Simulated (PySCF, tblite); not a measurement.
# C5H9NOSi2: infrared bands and NMR shifts

Wanted: the infrared bands and NMR shifts of C5H9NOSi2 (`C=C[C@@H]1C[Si@H](C#N)O[SiH2]1`), by calculation.

Computed with tblite 0.8.0 and PySCF 2.14.0, with density-fitted response routines of our own, on a single molecule in the gas phase. Atoms are numbered from 0 throughout.

## 1. The molecule as given

18 atoms, charge 0, multiplicity 1; geometry from: GFN2-xTB.

Bonds of the start (Å): C0–C1 1.32, C1–C2 1.49, C2–C3 1.54, C3–Si4 1.90, Si4–C5 1.87, C5–N6 1.14, Si4–O7 1.64, O7–Si8 1.64, Si8–C2 1.93, C0–H9 1.08, C0–H10 1.08, C1–H11 1.08, C2–H12 1.10, C3–H13 1.09, C3–H14 1.09, Si4–H15 1.46, Si8–H16 1.46, Si8–H17 1.45.

## 2. Infrared spectrum with GFN2-xTB

The job: settings as JSON, then the geometry in Å.

```
{"job": {"kind": "ir", "xc": "GFN2-xTB", "basis": "xTB"}, "charge": 0, "multiplicity": 1}
C     -3.031128     0.613259     0.266828
C     -1.820532     0.615130    -0.263006
C     -0.629004    -0.047067     0.332052
C      0.595889     0.890251     0.377353
Si     2.144615    -0.214822     0.466115
C      3.503915     0.433794    -0.636929
N      4.342699     0.860008    -1.289168
O      1.531592    -1.563722    -0.228167
Si    -0.070195    -1.643442    -0.589823
H     -3.235295     0.127586     1.207389
H     -3.868543     1.088076    -0.215205
H     -1.646394     1.112664    -1.209206
H     -0.873960    -0.339802     1.359810
H      0.499162     1.602041     1.197466
H      0.624702     1.483050    -0.541830
H      2.680752    -0.574820     1.772288
H     -0.199012    -1.566101    -2.038892
H     -0.558021    -2.869765     0.021267
```

**Question.** This job is followed by: GIAO PBE0/pcSseg-1 NMR shielding, non-relativistic, gas phase. Predict these results of the whole session: strongest single infrared mode (GFN2-xTB); zero-point energy (GFN2-xTB); 13C shifts against TMS (PBE0/pcSseg-1); 1H shifts against TMS (PBE0/pcSseg-1); 29Si shifts against TMS (PBE0/pcSseg-1); 15N shifts against NH3 (PBE0/pcSseg-1); 17O shifts against H2O (PBE0/pcSseg-1).

**Answer**, as computed:

| quantity | value |
| --- | --- |
| strongest single infrared mode (GFN2-xTB) | 2319 cm⁻¹, 584 km/mol |
| zero-point energy (GFN2-xTB) | 78.4 kcal/mol |
| 13C shifts against TMS (PBE0/pcSseg-1) | 147.8, 125.6, 119.8, 36.2, 22.1 ppm |
| 1H shifts against TMS (PBE0/pcSseg-1) | 5.94, 5.38, 5.22, 5.13, 4.98, 4.82, 2.27, 1.53, 1.33 ppm |
| 29Si shifts against TMS (PBE0/pcSseg-1) | -5.2, -20.7 ppm |
| 15N shifts against NH3 (PBE0/pcSseg-1) | 359.6 ppm |
| 17O shifts against H2O (PBE0/pcSseg-1) | 54.9 ppm |

All 48 modes are real, so the xTB geometry is a minimum. The strongest single mode, at 2319 cm⁻¹, moves mainly H16. Unscaled tight-binding wavenumbers are off by several per cent, some by more. Its intensities can rank the bands wrongly. C1 (alkene CH) lies farthest downfield among carbon, at 147.8 ppm; the olefinic region. H11 (hydrogen on an alkene CH) lies farthest downfield among hydrogen, at 5.94 ppm; a vinylic proton, deshielded by the sp2 carbon and the C=C anisotropy. At PBE0/pcSseg-1: Shielding is most anisotropic at N6 (span 581 ppm, paramagnetic term -429 ppm).
